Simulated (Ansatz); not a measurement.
# GeCl₃+ (singlet): from Hartree-Fock to the top rungs, cc-pVDZ

One table from this session's results is given with a row withheld; the runs are named, their logs left out.

Computed with Ansatz 0.2.0, Gaussian basis. Level: cc-pVDZ, core rule «outside noble gas», up to 29 orbitals frozen.

Plan: UHF; CCSD(T) on RHF; BCCD(T) on RHF; CISD; CCSDT(Q) on RHF; CASSCF and NEVPT2, 18 electrons in 13 orbitals.

11 further runs of the same task are left out: 9 that didn't finish, 2 set aside as unsound or not needed.

## The system

The geometry is a PBE0/def2-TZVP stationary point (not a proven minimum) of the parent state, kept for this charge and spin. No spin-orbit coupling is included. The filled d shell of Ge may be among the frozen orbitals whatever the setting's name suggests; the logs give the count.

4 atoms, charge 1, spin multiplicity 1.

Atoms are counted from 1 here; the program's logs count them from 0.

Bond lengths: Ge1–Cl2 2.149 Å, Ge1–Cl3 2.149 Å, Ge1–Cl4 2.149 Å. Angles: Cl2–Ge1–Cl3 108.7°, Cl2–Ge1–Cl4 108.7°, Cl3–Ge1–Cl4 108.7°.

Set-up of the first run:

The input, in.yaml:

```yaml
crystal:
  periodic: [false, false, false]
  atoms:
    - {symbol: Ge, position_ang: [0.000872, -0.000283, -0.441620]}
    - {symbol: Cl, position_ang: [2.016140, 0.012892, 0.305589]}
    - {symbol: Cl, position_ang: [-1.019959, 1.740392, 0.298484]}
    - {symbol: Cl, position_ang: [-0.997969, -1.752704, 0.300767]}
basis:
  gaussian: {orbitals: cc-pVDZ}
total_charge: 1
magnetization: {spin_polarized: true, initial_magnetization: 0}
hamiltonian: {xc: hf}
output: {orbitals: {seedname: orbitals}}
```

Run with:

```console
> ansatz run in.yaml --threads 1 --pin off --events-out ev --progress --plain --max-ram 4096MiB --backend cpu
```

Steps of the session up to this table: UHF; CCSD(T) on RHF; BCCD(T) on RHF; CISD; CCSDT(Q) on RHF; CASSCF and NEVPT2, 18 electrons in 13 orbitals.

One of the session's tables, all rows but one given; the rest of the session is left out.

```
        method  from RCCSDT(Q) (kJ/mol)
           RHF                  +1416.9
          RMP2                   +150.3
          CISD                        ?
         RCCSD                    +52.9
      RCCSD(T)                     +8.5
       BCCD(T)                     +8.1
        RCCSDT                     +4.6
     RCCSDT(Q)                        0
CASSCF valence                  +1201.8
NEVPT2 valence                   +195.0
```

Q: Estimate the row for CISD from the others.

The run gave: from RCCSDT(Q) (kJ/mol): +255.3. In the column «from RCCSDT(Q) (kJ/mol)» it lies between NEVPT2 valence (+195.0) and CASSCF valence (+1201.8).
